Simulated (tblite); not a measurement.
# C3H10F3PSi3: the cost of one run

Computed with tblite 0.8.0 and PySCF 2.14.0, with density-fitted response routines of our own, on a single molecule in the gas phase. Atoms are numbered from 0 throughout.

### Step 1. The starting structure

20 atoms, charge 0, multiplicity 1; geometry from: force field or distance geometry start.

Bonds of the start (Å): C0–C1 1.32, C1–Si2 1.84, Si2–P3 2.21, P3–Si4 2.20, P3–Si5 2.20, Si5–C6 1.85, C6–F7 1.39, C6–F8 1.40, C6–F9 1.39, C0–H10 1.09, C0–H11 1.09, C1–H12 1.10, Si2–H13 1.49, Si2–H14 1.46, Si4–H15 1.46, Si4–H16 1.47, Si4–H17 1.47, Si5–H18 1.45, Si5–H19 1.48.

### Step 2. Optimising the geometry with GFN2-xTB

The job: settings as JSON, then the geometry in Å.

```
{"job": {"kind": "relax", "xc": "GFN2-xTB", "basis": "xTB"}, "charge": 0, "multiplicity": 1}
C      3.504600    -0.690200    -0.413100
C      2.948300    -0.517600     0.773200
Si     1.123500    -0.454200     1.037600
P      0.054200     0.294300    -0.740000
Si    -0.315200     2.462500    -0.619400
Si    -1.895500    -0.673000    -1.067700
C     -2.800800    -1.050400     0.498000
F     -2.925100     0.064100     1.324600
F     -4.102300    -1.400400     0.132700
F     -2.275100    -2.133700     1.184900
H      2.928700    -0.794500    -1.326900
H      4.591400    -0.723800    -0.486900
H      3.592500    -0.423500     1.656400
H      0.853400     0.504100     2.142300
H      0.600600    -1.766400     1.394900
H      0.010800     3.092400    -1.897700
H      0.346000     3.106500     0.526700
H     -1.764000     2.634500    -0.444000
H     -1.767300    -1.853000    -1.907800
H     -2.714000     0.332900    -1.770700
```

Run with:

```bash
$ OMP_NUM_THREADS=1 python probes_run.py task.json out
```

The driver reads the jobs from task.json and runs them one after another.

**Question.** How long does this first job take on 1 thread of Arm Neoverse V2, shared host?

About 2.2 s.
